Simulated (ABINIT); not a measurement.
La3Hf:

```
CELL_PARAMETERS angstrom
5.04513 0.00000 0.00000
0.00000 5.04513 0.00000
0.00000 0.00000 5.04513
ATOMIC_POSITIONS crystal
Hf 0.00000 0.00000 0.00000
La 0.50000 0.50000 0.00000
La 0.50000 0.00000 0.50000
La 0.00000 0.50000 0.50000
```

The cell comes from a database or a generator and needn't be the stable form of this composition.

* Program: ABINIT 10.8.3 (patched build)
* Task: single point
* Functional: PBE
* Potentials or basis: JTH PAW PBE v2.0
* Cutoff: 544 eV
* k mesh: 5 × 5 × 5
* Occupations: fermi-dirac, width 0.05 eV
* Spin: no spin polarisation

On this cell: pressure 0.0 GPa; largest force zero by symmetry; band gap on the k mesh none (metal or under the smearing width).

The same run follows on a disturbed copy (atoms moved at random, drawn with an rms of 0.05 Å):

```
Hf La
1.0
     5.04513    0.00000    0.00000
     0.00000    5.04513    0.00000
     0.00000    0.00000    5.04513
Hf La
1 3
Cartesian
  0.0153 0.0119 -0.0057
  2.5145 2.4950 -0.0447
  2.5432 0.0554 2.5250
  -0.0428 2.4920 2.4792
```

Task: What does the disturbed cell give?

Result: The energy (extrapolated to zero smearing) moves by +6.2 meV/atom; pressure 0.1 GPa; largest force 0.336 eV/Å; band gap on the k mesh none (metal or under the smearing width).

Forces in eV/Å, atoms in the order of the input:
```
Hf  -0.057 -0.069 -0.059
La  -0.018  0.177  0.102
La  -0.119 -0.298 -0.100
La   0.193  0.190  0.057
```
